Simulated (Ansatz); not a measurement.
# C6H5F3Zr: the cost of one run

The runs use Ansatz 0.2.0, Gaussian basis; the settings change from run to run.

1 further run of the same task is left out (it didn't finish).

## Step 1: The molecule

The geometry comes from an earlier relaxation with PBE0-D4 in a triple-zeta def2 set; it is a stationary point, not always the lowest conformer. Zr takes a core potential in def2 sets; no spin-orbit term is included.

SMILES `[F][Zr]([F])([F])[c]1ccccc1`, 15 atoms, charge 0, spin multiplicity 1.

Atoms are counted from 1 here; the program's logs count them from 0.

Bond lengths: F1–Zr2 1.901 Å, Zr2–F3 1.900 Å, Zr2–F4 1.900 Å, Zr2–C5 2.196 Å, C5–C6 1.400 Å, C5–C10 1.401 Å, C6–C7 1.386 Å, C6–H11 1.088 Å, C7–C8 1.388 Å, C7–H12 1.084 Å, C8–C9 1.387 Å, C8–H13 1.084 Å, C9–C10 1.387 Å, C9–H14 1.084 Å, C10–H15 1.087 Å. Angles: F1–Zr2–F3 112.5°, F1–Zr2–F4 112.5°, F1–Zr2–C5 106.3°, F3–Zr2–F4 110.4°, F3–Zr2–C5 107.4°, F4–Zr2–C5 107.4°, Zr2–C5–C6 120.5°, Zr2–C5–C10 121.7°, C6–C5–C10 117.8°, C5–C6–C7 121.3°, C5–C6–H11 120.5°, C7–C6–H11 118.2°, C6–C7–C8 119.8°, C6–C7–H12 120.1°, C8–C7–H12 120.1°, C7–C8–C9 120.1°, C7–C8–H13 119.9°, C9–C8–H13 120.0° and more.

## Step 2: wPBEh/def2-mTZVP

Set apart from the defaults: the search for lower states set to full.

in.yaml

```yaml
crystal:
  periodic: [false, false, false]
  atoms:
    - {symbol: F, position_ang: [-3.137668, -1.773948, 0.936706]}
    - {symbol: Zr, position_ang: [-2.515251, -0.806625, -0.576210]}
    - {symbol: F, position_ang: [-2.415094, -1.885316, -2.136613]}
    - {symbol: F, position_ang: [-3.542391, 0.755137, -0.914534]}
    - {symbol: C, position_ang: [-0.473569, -0.156563, -0.096956]}
    - {symbol: C, position_ang: [0.265362, 0.599412, -1.015364]}
    - {symbol: C, position_ang: [1.556061, 1.017713, -0.730506]}
    - {symbol: C, position_ang: [2.135349, 0.685703, 0.486100]}
    - {symbol: C, position_ang: [1.425082, -0.062101, 1.413935]}
    - {symbol: C, position_ang: [0.134061, -0.477957, 1.123553]}
    - {symbol: H, position_ang: [-0.163662, 0.874100, -1.976747]}
    - {symbol: H, position_ang: [2.111417, 1.602365, -1.455365]}
    - {symbol: H, position_ang: [3.144552, 1.011576, 0.711640]}
    - {symbol: H, position_ang: [1.878581, -0.320734, 2.364334]}
    - {symbol: H, position_ang: [-0.402822, -1.062762, 1.866016]}
basis:
  gaussian: {orbitals: def2-mTZVP}
hamiltonian: {xc: {name: wPBEh}}
scf: {lower_state_search: full}
```

Run with:

```bash
ansatz run in.yaml --threads 4 --pin off --events-out ev --progress --plain --max-ram 66560MiB --backend cpu
```

What time and memory should one allow on 4 threads of AMD EPYC 7R13, shared host?

About 16 s, with a peak of 1.1 GiB.
